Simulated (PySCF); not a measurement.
# C6H11FO2: the cost of one run

Programs: PySCF 2.14.0, with routines of our own; each step states its level. All values are computed. Atoms count from 0.

## (1) The system as given

20 atoms, charge 0, multiplicity 1; geometry from: GFN2-xTB.

## (2) Magnetic properties: GIAO KT3/pcSseg-1

What the job is given:

```
{"job": {"kind": "mag", "xc": "KT3", "basis": "pcSseg-1", "isotopologues": 0}, "charge": 0, "multiplicity": 1}
C     -2.654619     0.684896    -0.311840
C     -1.672980    -0.385091     0.166586
O     -1.568083    -1.441412    -0.754914
C     -0.291102     0.239605     0.407703
C      0.844940    -0.738421     0.731619
C      1.461288    -0.250054    -0.583838
C      2.780596     0.498215    -0.442862
F      3.379327     0.666682    -1.664385
O      0.341150     0.607317    -0.829226
H     -2.838706     1.411468     0.474418
H     -2.237178     1.196945    -1.176421
H     -3.595127     0.218508    -0.593258
H     -2.024511    -0.841053     1.098857
H     -1.178556    -1.072573    -1.559556
H     -0.375237     1.098371     1.082467
H      0.537391    -1.780690     0.726667
H      1.418493    -0.513662     1.626341
H      1.564122    -1.004783    -1.371956
H      3.480084    -0.078950     0.171985
H      2.623561     1.495362    -0.020817
```

Level: GIAO KT3/pcSseg-1 magnetisability, rotational g tensor and spin-rotation constants, non-relativistic, gas phase.

Launch:

```console
OMP_NUM_THREADS=1 python excited_run.py task.json out
```

This one command runs all jobs of the session in turn.

Q: Estimate the wall time and peak memory of this first job on 1 thread of Arm Neoverse V2, shared host.

About 51 s, with a peak of 0.75 GiB.
